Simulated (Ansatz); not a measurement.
# C₃H₇FGe: a ladder of functionals and wavefunction methods

How much do the methods differ for C₃H₇FGe? The plan is to run it at one geometry with functionals of several rungs and with coupled cluster, and see how far each lands from CCSD(T) at the basis-set limit for the atomisation energy.

The runs use Ansatz 0.2.0, Gaussian basis; functionals in def2-TZVPP, the program's frozen cores in correlated methods.

The runs, in order: LDA (SPW92), PBE-D4, revPBE-D4, BLYP-D4, r2SCAN-D4, B97M-V, PBE0-D4, B3LYP-D4, r2SCANh-D4, r2SCAN0-D4, HSE06-D4, BHLYP-D4, CAM-B3LYP-D4, LC-ωPBE, ωB97X-V, ωB97M-V, B2PLYP, PBE-QIDH; CCSD(T)/def2-SVP; CCSD(T)/def2-TZVPP; MP2/def2-QZVPP; extrapolation to the limit; RPA on PBE.

## 1. The geometry

All runs share one geometry, relaxed beforehand with PBE0-D4 in a triple-zeta def2 set.

12 atoms, charge 0, spin multiplicity 1.

Atoms are counted from 1 here; the program's logs count them from 0.

Bond lengths: C1–C2 1.525 Å, C1–H6 1.093 Å, C1–H7 1.096 Å, C1–H8 1.095 Å, C2–C3 1.525 Å, C2–Ge4 2.002 Å, C2–H9 1.097 Å, C3–H10 1.096 Å, C3–H11 1.095 Å, C3–H12 1.093 Å, Ge4–F5 1.769 Å. Angles: C2–C1–H6 110.9°, C2–C1–H7 110.9°, C2–C1–H8 112.6°, H6–C1–H7 107.6°, H6–C1–H8 107.7°, H7–C1–H8 107.0°, C1–C2–C3 111.9°, C1–C2–Ge4 109.8°, C1–C2–H9 109.4°, C3–C2–Ge4 109.7°, C3–C2–H9 109.4°, Ge4–C2–H9 106.6°, C2–C3–H10 110.9°, C2–C3–H11 112.6°, C2–C3–H12 110.9°, H10–C3–H11 107.0°, H10–C3–H12 107.6°, H11–C3–H12 107.7° and more.

As a file:

```tsv
atom	x (Å)	y (Å)	z (Å)
C1	-0.7522	0.0831	1.0966
C2	0.0571	-0.6138	0.0082
C3	1.2370	0.2351	-0.4534
Ge4	-1.1242	-1.0321	-1.5536
F5	-1.5327	0.6540	-1.9018
H6	-1.1643	1.0275	0.7316
H7	-0.1244	0.3100	1.9657
H8	-1.5866	-0.5280	1.4561
H9	0.4264	-1.5751	0.3876
H10	1.9054	0.4637	0.3844
H11	1.8418	-0.2652	-1.2170
H12	0.8938	1.1855	-0.8704
```

## 2. LDA

This LDA is Slater exchange with PW92 correlation.

Input file in.yaml:

```yaml
crystal:
  periodic: [false, false, false]
  atoms:
    - {symbol: C, position_ang: [-0.752238, 0.083098, 1.096622]}
    - {symbol: C, position_ang: [0.057126, -0.613769, 0.008197]}
    - {symbol: C, position_ang: [1.237047, 0.235101, -0.453426]}
    - {symbol: Ge, position_ang: [-1.124226, -1.032131, -1.553597]}
    - {symbol: F, position_ang: [-1.532678, 0.653993, -1.901753]}
    - {symbol: H, position_ang: [-1.164254, 1.027526, 0.731592]}
    - {symbol: H, position_ang: [-0.124446, 0.310039, 1.965709]}
    - {symbol: H, position_ang: [-1.586645, -0.528024, 1.456146]}
    - {symbol: H, position_ang: [0.426424, -1.575112, 0.387561]}
    - {symbol: H, position_ang: [1.905433, 0.463707, 0.384381]}
    - {symbol: H, position_ang: [1.841754, -0.265236, -1.217005]}
    - {symbol: H, position_ang: [0.893803, 1.185509, -0.870424]}
basis:
  gaussian: {orbitals: def2-TZVPP}
hamiltonian: {xc: lda}
output: {orbitals: {seedname: orbitals}}
```

Launch:

```sh
$ ansatz run in.yaml --threads 4 --pin off --events-out ev --progress --plain --max-ram 10444MiB
```

The runs that follow: PBE-D4 (GGA); revPBE-D4 (GGA); BLYP-D4 (GGA); r2SCAN-D4 (meta-GGA); B97M-V (meta-GGA); B3LYP-D4 (hybrid); r2SCANh-D4 (hybrid); r2SCAN0-D4 (hybrid); HSE06-D4 (hybrid); BHLYP-D4 (hybrid); CAM-B3LYP-D4 (range-separated); LC-ωPBE (range-separated); ωB97X-V (range-separated); ωB97M-V (range-separated); B2PLYP (double hybrid); PBE-QIDH (double hybrid); CCSD(T) in def2-SVP; CCSD(T) in def2-TZVPP; MP2 in def2-QZVPP; RPA on PBE orbitals.

Q: Predict the results of all the runs planned. Wanted: atomisation energy, CCSD(T)/CBS; farthest beyond LDA; mean size of error, GGA; mean size of error, meta-GGA; mean size of error, hybrid; mean size of error, range-separated; mean size of error, double hybrid; gap, smallest and largest; T1 diagnostic.

**Answer**, as computed:

```
                               quantity                                                                                                                              value
        atomisation energy, CCSD(T)/CBS                                                                                                                      4557.2 kJ/mol
 functionals within 45.6 kJ/mol (1.0 %)  revPBE-D4, BLYP-D4, r2SCAN-D4, B97M-V, PBE0-D4, B3LYP-D4, r2SCANh-D4, HSE06-D4, CAM-B3LYP-D4, LC-ωPBE, ωB97X-V, ωB97M-V, PBE-QIDH
                    farthest beyond LDA                                                                                                           BHLYP-D4 (-130.9 kJ/mol)
                mean size of error, GGA                                                                                                                        38.8 kJ/mol
           mean size of error, meta-GGA                                                                                                                         1.1 kJ/mol
             mean size of error, hybrid                                                                                                                        39.4 kJ/mol
    mean size of error, range-separated                                                                                                                        10.1 kJ/mol
      mean size of error, double hybrid                                                                                                                        42.8 kJ/mol
              gap, smallest and largest                                                                                           2.03 eV (LDA (SPW92)), 8.82 eV (LC-ωPBE)
                          T1 diagnostic                                                                                                                             0.0125
triples share of the correlation energy                                                                                                                              3.6 %
```

LDA overbinds by 627.1 kJ/mol (14 %). PBE-D4 is off by +78.9 kJ/mol. Double hybrids carry the basis error of their MP2 part in triple zeta, and no dispersion term here, so their miss is partly the set-up's. The rungs meta-GGA, range-separated, GGA, hybrid, double hybrid miss on average by less than the doubt on the reference (45.6 kJ/mol), so they tie. The reference freezes the cores and leaves out relativity and excitations past (T), and its outer-core shells are covered unevenly, so misses under about 45.6 kJ/mol can't be ranked. Hartree-Fock recovers 74 % of the binding; the rest is correlation. CCSD(T) in def2-SVP is off by -217.5 kJ/mol, so the small basis spoils what the method gains. The gap grows from 2.0 to 8.8 eV across the functionals, mostly with the share of exact exchange. The restricted reference is unstable towards a spin-broken one. Correlated methods include outer-core shells of Ge, which these sets cover unevenly.
